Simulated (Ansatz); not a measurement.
MgRh, space group Pm-3m: an equation of state with a fit, run with Ansatz's Python interface.

`mgrh.py`:
```python
import ansatz as az
import numpy as np
from scipy.optimize import curve_fit

vectors0 = np.array([
    [3.0992, 0.0, 0.0],
    [0.0, 3.0992, 0.0],
    [0.0, 0.0, 3.0992],
])
sites = [
    ("Mg", (0.0, 0.0, 0.0)),
    ("Rh", (0.5, 0.5, 0.5)),
]


def on_lattice(cell):
    crystal = az.Crystal(lattice=az.Lattice.of(cell))
    for symbol, position in sites:
        crystal = crystal.atom(symbol, position)
    return crystal

def vinet(v, e0, v0, b0, b1):
    eta = (v / v0) ** (1 / 3)
    return e0 + 2 * b0 * v0 / (b1 - 1) ** 2 * (2 - (5 + 3 * b1 * (eta - 1) - 3 * eta) * np.exp(-1.5 * (b1 - 1) * (eta - 1)))

volumes, energies, pressures = [], [], []
for scale in np.linspace(0.94, 1.06, 7):
    cell = vectors0 * scale ** (1 / 3)
    calc = (
        on_lattice(cell).calculation()
        .functional("lda")
        .occupations("cold")
        .mixing("msr1", ndim=8, beta=0.2)
        .basis(500)
        .kpoints(7, 7, 7)
        .stress()
    )
    rep = calc.run(threads=1).report
    volumes.append(abs(np.linalg.det(cell)) / len(sites))
    energies.append(rep["free_energy_ev"] / len(sites))
    pressures.append(np.trace(rep["stress_gpa"]) / 3)
    print(f"V = {volumes[-1]:8.4f} A^3/atom  F = {energies[-1]:.5f} eV/atom  P = {pressures[-1]:8.3f} GPa")

guess = (min(energies), volumes[int(np.argmin(energies))], 0.5, 4.5)
(e0, v0, b0, b1), _ = curve_fit(vinet, np.array(volumes), np.array(energies), p0=guess, maxfev=20000)
print(f"Vinet fit: V0 = {v0:.4f} A^3/atom, B0 = {160.21766 * b0:.1f} GPa, B1 = {b1:.2f}")
print("largest residual", round(1000 * float(np.abs(vinet(np.array(volumes), e0, v0, b0, b1) - energies).max()), 3), "meV/atom")
```

Its results, one of them left out:

| V (Å³/atom) | F less the lowest row shown (meV/atom) |
| --- | --- |
| 13.991 | 0.00 |
| 14.289 | ? |
| 14.586 | 4.59 |
| 14.884 | 14.12 |
| 15.182 | 27.78 |
| 15.479 | 45.10 |
| 15.777 | 65.69 |

What is the missing energy at 14.289 Å³ an atom?

A third-order Birch-Murnaghan fit, E = E0 + (9 V0 B0 / 16) [(t - 1)³ B' + (t - 1)² (6 - 4t)] with t = (V0/V)^(2/3), through the 6 rows shown gives V0 = 14.155 Å³, B0 = 140.2 GPa, B' = 4.55 and E0 = -0.85 meV. At V = 14.289 Å³, t = 0.99375, and the fit interpolates to -0.31 meV. The run gave -0.30 meV, a miss of 0.00 meV.

Notes:
- These settings explore the input space; cutoff and mesh may be short of convergence.
- Spin is left out of this run.
- For a metal this k-point mesh is coarse: on a finer one energies can move by several to tens of meV an atom and pressures by half a GPa or more, differences at one mesh by less.
- Pressure is positive in compression.
- At these settings the cell as given stands under about -6 GPa, so it isn't at this functional's equilibrium volume.
- The starting cell is as deposited in a crystallographic database; the results hold for this polymorph, which needn't be the stable one.
- Run time: 3.4 s on 1 thread of AMD EPYC 9R45 96-Core Processor (Zen 5), on a shared host, peak memory 0.42 GiB.
